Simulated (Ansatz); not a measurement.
# CH4GeSe: a ladder of functionals and wavefunction methods

The task here is to estimate one member of a computed series from the others.

Program: Ansatz 0.2.0, Gaussian basis. Level of theory: functionals in def2-TZVPP, the program's frozen cores in correlated methods. These are calculated values, not measurements.

Plan: LDA (SPW92), PBE-D4, revPBE-D4, BLYP-D4, r2SCAN-D4, B97M-V, PBE0-D4, B3LYP-D4, r2SCANh-D4, r2SCAN0-D4, HSE06-D4, BHLYP-D4, CAM-B3LYP-D4, LC-ωPBE, ωB97X-V, ωB97M-V, B2PLYP, PBE-QIDH; CCSD(T)/def2-SVP; CCSD(T)/def2-TZVPP; MP2/def2-QZVPP; extrapolation to the limit; RPA on PBE.

## Structure used throughout

All runs share one geometry, relaxed beforehand with PBE0-D4 in a triple-zeta def2 set.

SMILES `[CH2]1[GeH2][Se]1`, 7 atoms, charge 0, spin multiplicity 1.

Atoms are counted from 1 here; the program's logs count them from 0.

Bond lengths: C1–Ge2 1.926 Å, C1–Se3 2.005 Å, C1–H4 1.084 Å, C1–H5 1.084 Å, Ge2–Se3 2.319 Å, Ge2–H6 1.527 Å, Ge2–H7 1.527 Å. Angles: Ge2–C1–Se3 72.3°, Ge2–C1–H4 118.6°, Ge2–C1–H5 118.6°, Se3–C1–H4 112.9°, Se3–C1–H5 112.9°, H4–C1–H5 114.3°, C1–Ge2–Se3 55.4°, C1–Ge2–H6 118.9°, C1–Ge2–H7 118.9°, Se3–Ge2–H6 117.2°, Se3–Ge2–H7 117.2°, H6–Ge2–H7 115.8°, C1–Se3–Ge2 52.3°.

Set-up of the first run:

The input, in.yaml:

```yaml
crystal:
  periodic: [false, false, false]
  atoms:
    - {symbol: C, position_ang: [-0.639078, -0.198280, -0.717156]}
    - {symbol: Ge, position_ang: [0.670854, 0.335846, 0.589135]}
    - {symbol: Se, position_ang: [-0.531175, -1.645660, 0.665442]}
    - {symbol: H, position_ang: [-1.598348, 0.306501, -0.725475]}
    - {symbol: H, position_ang: [-0.295680, -0.520997, -1.693374]}
    - {symbol: H, position_ang: [0.302605, 1.414659, 1.605025]}
    - {symbol: H, position_ang: [2.152023, 0.239832, 0.230804]}
basis:
  gaussian: {orbitals: def2-TZVPP}
hamiltonian: {xc: lda}
output: {orbitals: {seedname: orbitals}}
```

Launch:

```
ansatz run in.yaml --threads 2 --pin off --events-out ev --progress --plain --max-ram 4352MiB
```

Steps of the session up to this table: LDA; PBE-D4 (GGA); revPBE-D4 (GGA); BLYP-D4 (GGA); r2SCAN-D4 (meta-GGA); B97M-V (meta-GGA); B3LYP-D4 (hybrid); r2SCANh-D4 (hybrid); r2SCAN0-D4 (hybrid); HSE06-D4 (hybrid); BHLYP-D4 (hybrid); CAM-B3LYP-D4 (range-separated); LC-ωPBE (range-separated); ωB97X-V (range-separated); ωB97M-V (range-separated); B2PLYP (double hybrid); PBE-QIDH (double hybrid).

One table of the session follows, with a row left open; its other results are not shown here.

It belongs to the step «Orbital energies across the functionals». 

| functional | HOMO (eV) | gap (eV) |
| --- | --- | --- |
| LDA (SPW92) | -5.46 | 3.70 |
| PBE-D4 | ? | ? |
| revPBE-D4 | -5.29 | 3.84 |
| BLYP-D4 | -5.16 | 3.72 |
| r2SCAN-D4 | -5.58 | 4.24 |
| B97M-V | -5.66 | 4.37 |
| PBE0-D4 | -6.46 | 5.75 |
| B3LYP-D4 | -6.22 | 5.27 |
| r2SCANh-D4 | -5.99 | 4.95 |
| r2SCAN0-D4 | -6.62 | 6.01 |
| HSE06-D4 | -6.07 | 4.99 |
| BHLYP-D4 | -7.42 | 7.59 |
| CAM-B3LYP-D4 | -7.72 | 7.99 |
| LC-ωPBE | -9.08 | 10.46 |
| ωB97X-V | -8.74 | 10.03 |
| ωB97M-V | -8.61 | 9.73 |

**Question.** Estimate the row for PBE-D4.

As computed: HOMO (eV): -5.33; gap (eV): 3.80. In the column «HOMO (eV)» it lies between LDA (SPW92) (-5.46) and revPBE-D4 (-5.29).
